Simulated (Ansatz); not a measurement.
# Rb4Au3: the cost of one run

Computed with Ansatz 0.2.0 (DFT PBE, scalar-relativistic, plane waves, PAW, unless a step names another level, unless a step's input says otherwise).

2 further runs of the same task are left out: 1 that didn't finish, 1 set aside as unsound or not needed.

## 1. The system as given

The structure is cubic, space group Pm-3m (No. 221). The conventional cell has a = 7.075 Å, b = 7.075 Å, c = 7.075 Å, α = 90.00°, β = 90.00°, γ = 90.00°. Rb (site symmetry m-3m) is surrounded by 6 Au at 3.54 Å. Rb (site symmetry 4/mmm) has 4 Au at 3.54 Å as nearest neighbours. Au (site symmetry 4/mmm) is surrounded by 6 Rb at 3.54 Å.

Coordinates:

```cif
data_structure
_symmetry_space_group_name_H-M 'P 1'
_symmetry_Int_Tables_number 1
_cell_length_a 7.0746
_cell_length_b 7.0746
_cell_length_c 7.0746
_cell_angle_alpha 90.000
_cell_angle_beta 90.000
_cell_angle_gamma 90.000
_cell_volume 354.08
loop_
_atom_site_label
_atom_site_type_symbol
_atom_site_fract_x
_atom_site_fract_y
_atom_site_fract_z
_atom_site_occupancy
Rb1 Rb 0.50000 0.50000 0.50000 1
Rb2 Rb 0.50000 0.00000 0.00000 1
Rb3 Rb 0.00000 0.50000 0.00000 1
Rb4 Rb 0.00000 0.00000 0.50000 1
Au1 Au 0.50000 0.50000 0.00000 1
Au2 Au 0.00000 0.50000 0.50000 1
Au3 Au 0.50000 0.00000 0.50000 1
```

It is the end of an earlier relaxation with the same method, from a database cell with other species swapped in; it is a trial structure. At a tolerance of 0.05 Å it has space group Pm-3m (No. 221); it has 50.58 Å³/atom, an uncorrected energy of -0.21 eV/atom over the elements.

## 2. Bands, states and charges

Contents of input.yaml:

```yaml
crystal:
  lattice:
    - [7.0746100431, 0.0, 0.0]
    - [0.0, 7.0746100431, 0.0]
    - [0.0, 0.0, 7.0746100431]
  atoms:
    - { symbol: Rb, position: [0.5, 0.5, 0.5] }
    - { symbol: Rb, position: [0.5, 0.0, 0.0] }
    - { symbol: Rb, position: [0.0, 0.5, 0.0] }
    - { symbol: Rb, position: [0.0, 0.0, 0.5] }
    - { symbol: Au, position: [0.5, 0.5, 0.0] }
    - { symbol: Au, position: [0.0, 0.5, 0.5] }
    - { symbol: Au, position: [0.5, 0.0, 0.5] }
basis:
  ecutwfc: 420
kpoints:
  mp_grid: { grid: [6, 6, 6] }
  band_path:
    path:
      - [[0.0, 0.0, 0.0], [0.0, 0.5, 0.0], [0.5, 0.5, 0.0], [0.0, 0.0, 0.0], [0.5, 0.5, 0.5], [0.0, 0.5, 0.0]]
      - [[0.5, 0.5, 0.5], [0.5, 0.5, 0.0]]
    npoints: 14
hamiltonian:
  xc: pbe
scf:
  occupations: { method: gaussian, width: 0.1 }
  n_extra_bands: 17
output:
  forces: true
  stress: true
  eigenvalues: true
  populations: true
  dos: { projected: true, de: 0.02, nscf_kmesh: { grid: [8, 8, 8] } }
  bader: true
  write_density: true
  write_potential: true
  elf: true
  volumetric_format: npy
```

Started as:

```console
$ ansatz run input.yaml --threads 1 --pin off --max-ram 2048MiB --backend cpu --events-out ev --progress --plain --runs-dir out
```

**Question.** How long does this run take on 1 thread of Arm Neoverse V2, shared host, and how much memory does it need?

About 2.1 min, with a peak of 1.2 GiB.
